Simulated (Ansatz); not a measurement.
# LuSe: how well frozen cores do

Does the method matter for LuSe? The same cell, functional and mesh are run with all-electron LAPW, PAW with frozen cores and all-electron PAW on datasets made for the crystal.

Computed with Ansatz 0.2.0 (DFT PBEsol, scalar-relativistic, unless a step's input says otherwise).

## Step 1: The starting structure

It takes space group Fm-3m (No. 225, cubic). Conventional cell: a = 5.576 Å, b = 5.576 Å, c = 5.576 Å, α = 90.00°, β = 90.00°, γ = 90.00°. Around Lu (site symmetry m-3m) lie 6 Se at 2.79 Å. Se (site symmetry m-3m) is surrounded by 6 Lu at 2.79 Å.

Coordinates:

```
Lu Se
1.0
     0.00000    2.78800    2.78800
     2.78800    0.00000    2.78800
     2.78800    2.78800    0.00000
Lu Se
1 1
Cartesian
  0.0000 0.0000 0.0000
  2.7880 2.7880 2.7880
```

The cell is a deposited one (Crystallography Open Database entry 1538176); the temperature and pressure of the measurement aren't taken into account, and nothing was relaxed.

Atoms are numbered in the order of the input: Lu1, Se2.

## Step 2: All-electron LAPW

The input, input.yaml:

```yaml
crystal:
  lattice:
    - [0.0, 2.788, 2.788]
    - [2.788, 0.0, 2.788]
    - [2.788, 2.788, 0.0]
  atoms:
    - { symbol: Lu, position: [0.0, 0.0, 0.0] }
    - { symbol: Se, position: [0.5, 0.5, 0.5] }
kpoints:
  mp_grid: { grid: [9, 9, 9] }
  band_path:
    path:
      - [0.0, 0.0, 0.0]
      - [0.5, 0.0, 0.5]
      - [0.625, 0.25, 0.625]
      - [0.375, 0.375, 0.75]
      - [0.0, 0.0, 0.0]
      - [0.5, 0.5, 0.5]
      - [0.5, 0.25, 0.75]
      - [0.5, 0.0, 0.5]
    npoints: 14
scf:
  occupations: { method: fermi_dirac, width: 0.02 }
hamiltonian:
  xc: pbesol
  pseudopotentials: { kind: all_electron, lapw: { basis_error: 0.001 } }
output:
  forces: true
  stress: true
  eigenvalues: true
  fatbands: true
  populations: true
  dos: { projected: true, de: 0.2, e_range: [-14, 8] }
```

Launch:

```bash
> ansatz run input.yaml --threads 1 --pin off --max-ram 3072MiB --backend cpu --events-out ev --progress --plain --runs-dir out
```

## Step 3: PAW with frozen cores

Changes to input.yaml since step 2:

```diff
@@ -25,3 +25,3 @@
   xc: pbesol
-  pseudopotentials: { kind: all_electron, lapw: { basis_error: 0.001 } }
+  pseudopotentials: { kind: paw }
 output:
@@ -30,4 +30,9 @@
   eigenvalues: true
-  fatbands: true
+  efg: { contact_densities: true }
   populations: true
+  bader: true
   dos: { projected: true, de: 0.2, e_range: [-14, 8] }
+  write_density: true
+  write_potential: true
+  elf: true
+  volumetric_format: npy
```

## Step 4: All-electron PAW on datasets made for the crystal

Changes to input.yaml since step 3:

```diff
@@ -20,3 +20,3 @@
       - [0.5, 0.0, 0.5]
-    npoints: 14
+    npoints: 8
 scf:
@@ -25,3 +25,3 @@
   xc: pbesol
-  pseudopotentials: { kind: paw }
+  pseudopotentials: { kind: all_electron, datasets: crystal }
 output:
@@ -31,8 +31 @@
   efg: { contact_densities: true }
-  populations: true
-  bader: true
-  dos: { projected: true, de: 0.2, e_range: [-14, 8] }
-  write_density: true
-  write_potential: true
-  elf: true
-  volumetric_format: npy
```

(Steps that only read results are left out.)

**Question.** What will these runs give? Wanted: pressure; gap; Bader charges; highest ELF.

As calculated:

| quantity | value |
| --- | --- |
| pressure | LAPW -1.17, PAW -1.19, crystal datasets -1.17 GPa |
| gap (LAPW) | none |
| Bader charges (PAW) | Lu1 +1.53, Se2 -1.53 e |
| highest ELF (PAW) | 0.79, 0.80 Å from Se |

What this shows: At this geometry the cell is under tension of 1.2 GPa, so it would shrink if let go. The count of 65 electrons in bands leaves a band partly filled, so there is no gap. Within 0.3 eV of the Fermi level the largest projected share is Lu 5d (83 %). The projection holds only the free atom's occupied shells (Lu 6s, Lu 5d, Lu 4f, Se 4s, Se 4p in this range). In pressure, PAW differs from LAPW by -0.01 GPa. Spin-orbit coupling is left out, though the cell holds Lu; in elements this heavy it can shift bands and gaps by tenths of an eV.
